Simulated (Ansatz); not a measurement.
# AlH5O2Si: how energies converge with the basis set

One table from this session's results is given with a row withheld; the runs are named, their logs left out.

Computed with Ansatz 0.2.0, Gaussian basis. Level: one geometry, several basis sets.

The runs, in order: PBE0-D4/def2-SVP; ωB97M-V/def2-SVP; PBE0-D4/def2-QZVPP; ωB97M-V/def2-QZVPP; the functionals' def2-TZVPP values are taken from earlier runs.

## The relaxed structure

All runs share one geometry, relaxed beforehand with PBE0-D4 in a triple-zeta def2 set.

9 atoms, charge 0, spin multiplicity 1.

Atoms are counted from 1 here; the program's logs count them from 0.

Bond lengths: O1–Al2 1.694 Å, O1–H5 0.955 Å, Al2–O3 1.694 Å, Al2–Si4 2.432 Å, O3–H6 0.955 Å, Si4–H7 1.490 Å, Si4–H8 1.488 Å, Si4–H9 1.489 Å. Angles: Al2–O1–H5 126.6°, O1–Al2–O3 123.7°, O1–Al2–Si4 118.6°, O3–Al2–Si4 117.7°, Al2–O3–H6 126.9°, Al2–Si4–H7 110.5°, Al2–Si4–H8 111.7°, Al2–Si4–H9 111.1°, H7–Si4–H8 107.8°, H7–Si4–H9 107.4°, H8–Si4–H9 108.1°.

The first run:

Input file in.yaml:

```yaml
crystal:
  periodic: [false, false, false]
  atoms:
    - {symbol: O, position_ang: [-0.376462, 1.492710, -1.454114]}
    - {symbol: Al, position_ang: [0.393354, 0.442612, -0.370277]}
    - {symbol: O, position_ang: [2.071393, 0.387905, -0.144289]}
    - {symbol: Si, position_ang: [-0.972566, -1.094655, 0.928638]}
    - {symbol: H, position_ang: [0.045550, 2.131539, -2.025203]}
    - {symbol: H, position_ang: [2.727298, 0.919818, -0.590380]}
    - {symbol: H, position_ang: [-0.835152, -2.483609, 0.405714]}
    - {symbol: H, position_ang: [-2.414475, -0.730073, 0.876183]}
    - {symbol: H, position_ang: [-0.550339, -1.112546, 2.356729]}
basis:
  gaussian: {orbitals: def2-SVP}
hamiltonian: {xc: pbe0, dispersion: d4}
output: {orbitals: {seedname: orbitals}}
```

Launch:

```sh
> ansatz run in.yaml --threads 2 --pin off --events-out ev --progress --plain --max-ram 4352MiB
```

Steps of the session up to this table: PBE0-D4 in def2-SVP; ωB97M-V in def2-SVP; PBE0-D4 in def2-QZVPP; ωB97M-V in def2-QZVPP.

One table of the session follows, with a row left open; its other results are not shown here.

It belongs to the step «Functionals by basis». 

| functional | basis | HOMO (eV) |
| --- | --- | --- |
| PBE0-D4 | def2-SVP | -7.96 |
| PBE0-D4 | def2-TZVPP | ? |
| PBE0-D4 | def2-QZVPP | -8.06 |
| ωB97M-V | def2-SVP | -9.96 |
| ωB97M-V | def2-TZVPP | -10.06 |
| ωB97M-V | def2-QZVPP | -10.10 |

Estimate the missing values for PBE0-D4, def2-TZVPP.

The run gave: HOMO (eV): -8.03. In the column «HOMO (eV)» it lies between PBE0-D4, def2-QZVPP (-8.06) and PBE0-D4, def2-SVP (-7.96).
